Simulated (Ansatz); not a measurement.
# C2H6BFOSi: the cost of one run

Method: functionals in def2-TZVPP, the program's frozen cores in correlated methods; program: Ansatz 0.2.0, Gaussian basis.

Plan: PBE-D4, r2SCAN-D4, PBE0-D4, B3LYP-D4, ωB97X-V, ωB97M-V, B2PLYP; CCSD(T)/def2-TZVPP; MP2/def2-QZVPP; extrapolation to the limit.

**1. The relaxed structure**

All runs share one geometry, relaxed beforehand with PBE0-D4 in a triple-zeta def2 set.

12 atoms, charge 0, spin multiplicity 1.

Atoms are counted from 1 here; the program's logs count them from 0.

Bond lengths: B1–C2 1.573 Å, B1–Si5 2.006 Å, B1–H7 1.196 Å, B1–H8 1.216 Å, C2–F3 1.302 Å, C2–O4 1.265 Å, O4–Si5 1.848 Å, Si5–C6 1.857 Å, Si5–H9 1.488 Å, C6–H10 1.092 Å, C6–H11 1.092 Å, C6–H12 1.094 Å. Angles: C2–B1–Si5 76.8°, C2–B1–H7 118.9°, C2–B1–H8 104.3°, Si5–B1–H7 130.6°, Si5–B1–H8 103.7°, H7–B1–H8 114.9°, B1–C2–F3 130.9°, B1–C2–O4 114.5°, F3–C2–O4 114.6°, C2–O4–Si5 90.5°, B1–Si5–O4 76.6°, B1–Si5–C6 125.8°, B1–Si5–H9 123.1°, O4–Si5–C6 106.9°, O4–Si5–H9 100.8°, C6–Si5–H9 109.6°, Si5–C6–H10 111.0°, Si5–C6–H11 111.5° and more.

**2. PBE-D4 (GGA)**

File in.yaml:

```yaml
crystal:
  periodic: [false, false, false]
  atoms:
    - {symbol: B, position_ang: [-0.010781, -1.625736, -0.054738]}
    - {symbol: C, position_ang: [-0.534317, -0.992506, -1.395645]}
    - {symbol: F, position_ang: [-0.865679, -1.545284, -2.526471]}
    - {symbol: O, position_ang: [-0.685257, 0.263434, -1.359669]}
    - {symbol: Si, position_ang: [-0.470279, 0.253390, 0.475896]}
    - {symbol: C, position_ang: [0.746342, 1.595999, 0.884284]}
    - {symbol: H, position_ang: [-0.465937, -2.670871, 0.307751]}
    - {symbol: H, position_ang: [1.200233, -1.605693, -0.166024]}
    - {symbol: H, position_ang: [-1.830711, 0.662800, 0.917582]}
    - {symbol: H, position_ang: [1.719986, 1.391255, 0.435178]}
    - {symbol: H, position_ang: [0.393050, 2.572885, 0.546605]}
    - {symbol: H, position_ang: [0.880350, 1.645127, 1.969252]}
basis:
  gaussian: {orbitals: def2-TZVPP}
hamiltonian: {xc: pbe, dispersion: d4}
output: {forces: true, orbitals: {seedname: orbitals}}
```

Command:

```
> ansatz run in.yaml --threads 4 --pin off --events-out ev --progress --plain --max-ram 10444MiB
```

What time and memory should one allow on 4 threads of Arm Neoverse V1, shared host?

About 3.2 s, with a peak of 0.39 GiB.
